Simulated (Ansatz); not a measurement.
# AlBH6Si2: the cost of one run

Computed with Ansatz 0.2.0, Gaussian basis. Level: the settings change from run to run.

## Step 1: The geometry

The structure was relaxed beforehand with PBE0-D4 in a triple-zeta def2 set.

10 atoms, charge 0, spin multiplicity 1.

Atoms are counted from 1 here; the program's logs count them from 0.

Bond lengths: Si1–Al2 2.451 Å, Si1–H5 1.489 Å, Si1–H6 1.489 Å, Si1–H7 1.489 Å, Al2–B3 2.009 Å, Al2–Si4 2.440 Å, B3–Si4 1.851 Å, B3–H8 1.185 Å, Si4–H9 1.564 Å, Si4–H10 1.489 Å. Angles: Al2–Si1–H5 110.4°, Al2–Si1–H6 110.5°, Al2–Si1–H7 110.5°, H5–Si1–H6 108.4°, H5–Si1–H7 108.4°, H6–Si1–H7 108.5°, Si1–Al2–B3 174.7°, Si1–Al2–Si4 137.3°, B3–Al2–Si4 48.0°, Al2–B3–Si4 78.3°, Al2–B3–H8 143.3°, Si4–B3–H8 138.4°, Al2–Si4–B3 53.7°, Al2–Si4–H9 51.0°, Al2–Si4–H10 153.5°, B3–Si4–H9 104.7°, B3–Si4–H10 152.8°, H9–Si4–H10 102.5°.

## Step 2: B3LYP5/aug-cc-pVDZ

Set apart from the defaults: multiplicity 3, restricted open-shell orbitals.

Input file in.yaml:

```yaml
crystal:
  periodic: [false, false, false]
  atoms:
    - {symbol: Si, position_ang: [-1.545441, 1.289548, -1.101271]}
    - {symbol: Al, position_ang: [-0.171365, -0.524462, -0.191143]}
    - {symbol: B, position_ang: [0.846815, -2.129050, 0.461618]}
    - {symbol: Si, position_ang: [1.747771, -0.745671, 1.299406]}
    - {symbol: H, position_ang: [-2.598813, 0.742782, -1.999992]}
    - {symbol: H, position_ang: [-2.209849, 2.043081, -0.002540]}
    - {symbol: H, position_ang: [-0.706098, 2.238531, -1.883287]}
    - {symbol: H, position_ang: [0.901541, -3.310510, 0.395526]}
    - {symbol: H, position_ang: [1.005216, 0.550451, 0.836012]}
    - {symbol: H, position_ang: [2.813321, -0.205900, 2.188672]}
basis:
  gaussian: {orbitals: aug-cc-pVDZ}
magnetization: {spin_polarized: false, initial_magnetization: 2}
hamiltonian: {xc: {name: B3LYP5}}
output: {forces: true}
```

On the command line:

```console
ansatz run in.yaml --threads 2 --pin off --events-out ev --progress --plain --max-ram 4352MiB
```

**Question.** How long does this run take on 2 threads of Arm Neoverse V2, shared host, and how much memory does it need?

About 17 s, with a peak of 0.57 GiB.
